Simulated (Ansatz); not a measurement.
# BrH5OSi: search for a transition state

Wanted: the transition state of a four-centre ligand exchange (form Si1–O7, Br2–H6 and break Si1–Br2, H6–O7). The guess is relaxed with those distances held, a saddle search follows, and vibrations and two downhill relaxations check it.

Computed with Ansatz 0.2.0, Gaussian basis. Level: PBE0-D4, def2-SVP first, then def2-TZVP.

152 further runs of the same task are left out: 152 set aside as unsound or not needed.

**1. Starting geometry**

The guess: 8 atoms, charge 0, spin multiplicity 1.

Atoms are counted from 1 here; the program's logs count them from 0.

Bond lengths: Si1–H3 1.449 Å, Si1–H4 1.485 Å, Si1–H5 1.444 Å, Si1–O7 1.851 Å, H6–O7 1.019 Å, O7–H8 0.963 Å. Angles: H3–Si1–H4 103.0°, H3–Si1–H5 134.1°, H3–Si1–O7 110.0°, H4–Si1–H5 103.8°, H4–Si1–O7 90.4°, H5–Si1–O7 106.3°, Si1–O7–H6 99.9°, Si1–O7–H8 119.8°, H6–O7–H8 114.7°.

Geometry (Å):

```mol
BrH5OSi
  3D, bonds by distance, orders not assigned

  8  6  0  0  0  0  0  0  0  0999 V2000
   -0.3970    0.5210   -0.4847 Si  0  0
    0.9303   -1.7327   -1.2475 Br  0  0
   -1.5469   -0.3134   -0.7670 H   0  0
   -0.9786    1.6376    0.3023 H   0  0
    0.6043    1.1620   -1.3047 H   0  0
    0.9103   -0.9428    0.6393 H   0  0
    0.4831   -0.0998    1.0213 O   0  0
   -0.0055   -0.2320    1.8410 H   0  0
  1  3  8  0
  1  4  8  0
  1  5  8  0
  1  7  8  0
  6  7  8  0
  7  8  8  0
M  END
```

Distances that are to change: Si1–O7 1.85 Å, Br2–H6 2.05 Å, Si1–Br2 2.72 Å, H6–O7 1.02 Å.

**2. Relaxing the guess with the reacting distances held**

Contents of hold/in.yaml:

```yaml
crystal:
  periodic: [false, false, false]
  atoms:
    - {symbol: Si, position_ang: [-0.397000, 0.521000, -0.484700]}
    - {symbol: Br, position_ang: [0.930300, -1.732700, -1.247500]}
    - {symbol: H, position_ang: [-1.546900, -0.313400, -0.767000]}
    - {symbol: H, position_ang: [-0.978600, 1.637600, 0.302300]}
    - {symbol: H, position_ang: [0.604300, 1.162000, -1.304700]}
    - {symbol: H, position_ang: [0.910300, -0.942800, 0.639300]}
    - {symbol: O, position_ang: [0.483100, -0.099800, 1.021300]}
    - {symbol: H, position_ang: [-0.005500, -0.232000, 1.841000]}
basis:
  gaussian: {orbitals: def2-SVP}
hamiltonian: {xc: pbe0, dispersion: d4}
relax: {f_tol: 0.04, max_steps: 150, escape_saddle: false, constraints: [{distance: [0, 6]}, {distance: [1, 5]}, {distance: [0, 1]}, {distance: [5, 6]}]}
```

The run is started by

```sh
> ansatz run in.yaml --threads 4 --pin off --events-out ev --progress --plain --max-ram 9574MiB
```

After this run come: A starting Hessian; Saddle search in the small basis; Saddle search in triple zeta; Vibrations at the point found; Relaxing after a step of 0.30 Å one way along the mode; Relaxing after a step of 0.30 Å the other way along the mode.

What does the calculation give? Wanted: imaginary mode; barrier from the start side; barrier from the end side; energy of the step; pairs that change; zero-point energy at the saddle.

The runs gave:

| quantity | value |
| --- | --- |
| imaginary mode | 201i cm⁻¹ |
| barrier from the start side | 77.1 kJ/mol |
| barrier from the end side | 73.2 kJ/mol |
| energy of the step | +3.9 kJ/mol |
| pairs that change | Si1–O7 formed, Br2–H6 formed, Si1–Br2 broken, H6–O7 broken |
| zero-point energy at the saddle | 1.385 eV |

One imaginary mode, 201i cm⁻¹, makes this a first-order saddle. It joins the planned start and end. At PBE0-D4/def2-TZVP the electronic barrier is 77.1 kJ/mol, about 31 kT at 298 K, and the step runs 3.9 kJ/mol uphill. A step off the saddle overshot and began above it in energy, so the link to its end is likely but not proven. The ends are the nearest minima, not always the lowest complexes.
